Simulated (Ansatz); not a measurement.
# SnH7: the cost of one run

Computed with Ansatz 0.2.0 (DFT PBE, scalar-relativistic, plane waves, PAW, unless a step's input says otherwise).

## (1) The starting structure

Symmetry: Fm-3m, No. 225, cubic system. Conventional cell: a = 5.892 Å, b = 5.892 Å, c = 5.892 Å, α = 90.00°, β = 90.00°, γ = 90.00°. Sn (site symmetry m-3m) has 12 H at 2.08 Å as nearest neighbours. H (site symmetry m-3m) has 12 H at 2.08 Å as nearest neighbours. H (site symmetry mmm) is surrounded by 2 Sn at 2.08 Å and 10 H at 2.08 Å.

Coordinates:

```cif
data_structure
_symmetry_space_group_name_H-M 'P 1'
_symmetry_Int_Tables_number 1
_cell_length_a 4.1666
_cell_length_b 4.1666
_cell_length_c 4.1666
_cell_angle_alpha 60.000
_cell_angle_beta 60.000
_cell_angle_gamma 60.000
_cell_volume 51.15
loop_
_atom_site_label
_atom_site_type_symbol
_atom_site_fract_x
_atom_site_fract_y
_atom_site_fract_z
_atom_site_occupancy
Sn1 Sn 0.00000 0.00000 0.00000 1
H1 H 0.50000 0.50000 0.50000 1
H2 H 0.50000 0.00000 0.00000 1
H3 H 0.50000 0.00000 0.50000 1
H4 H 0.00000 0.50000 0.50000 1
H5 H 0.00000 0.50000 0.00000 1
H6 H 0.50000 0.50000 0.00000 1
H7 H 0.00000 0.00000 0.50000 1
```

It is the end of an earlier relaxation with the same method, from a database cell with other species swapped in; it is a trial structure. At a tolerance of 0.05 Å it has space group Fm-3m (No. 225); it has 6.39 Å³/atom, an uncorrected energy of +1.11 eV/atom over the elements.

## (2) Bands, states and charges

The input, input.yaml:

```yaml
crystal:
  lattice:
    - [0.0, 2.946202595, 2.946202595]
    - [2.946202595, 0.0, 2.946202595]
    - [2.946202595, 2.946202595, 0.0]
  atoms:
    - { symbol: Sn, position: [0.0, 0.0, 0.0] }
    - { symbol: H, position: [0.5, 0.5, 0.5] }
    - { symbol: H, position: [0.5, 0.0, 0.0] }
    - { symbol: H, position: [0.5, 0.0, 0.5] }
    - { symbol: H, position: [0.0, 0.5, 0.5] }
    - { symbol: H, position: [0.0, 0.5, 0.0] }
    - { symbol: H, position: [0.5, 0.5, 0.0] }
    - { symbol: H, position: [0.0, 0.0, 0.5] }
basis:
  ecutwfc: 420
kpoints:
  mp_grid: { grid: [12, 12, 12] }
  band_path:
    path:
      - [[0.0, 0.0, 0.0], [0.5, 0.0, 0.5], [0.625, 0.25, 0.625]]
      - [[0.375, 0.375, 0.75], [0.0, 0.0, 0.0], [0.5, 0.5, 0.5], [0.5, 0.25, 0.75], [0.5, 0.0, 0.5]]
    npoints: 14
hamiltonian:
  xc: pbe
scf:
  occupations: { method: gaussian, width: 0.1 }
  n_extra_bands: 20
output:
  forces: true
  stress: true
  eigenvalues: true
  populations: true
  dos: { projected: true, de: 0.02, nscf_kmesh: { grid: [15, 15, 15] } }
  bader: true
  write_density: true
  write_potential: true
  elf: true
  volumetric_format: npy
```

Command:

```sh
> ansatz run input.yaml --threads 1 --pin off --max-ram 2048MiB --backend cpu --events-out ev --progress --plain --runs-dir out
```

What time and memory should one allow on 1 thread of Intel Xeon 6975P-C (Granite Rapids), shared host?

About 56 s, with a peak of 0.44 GiB.
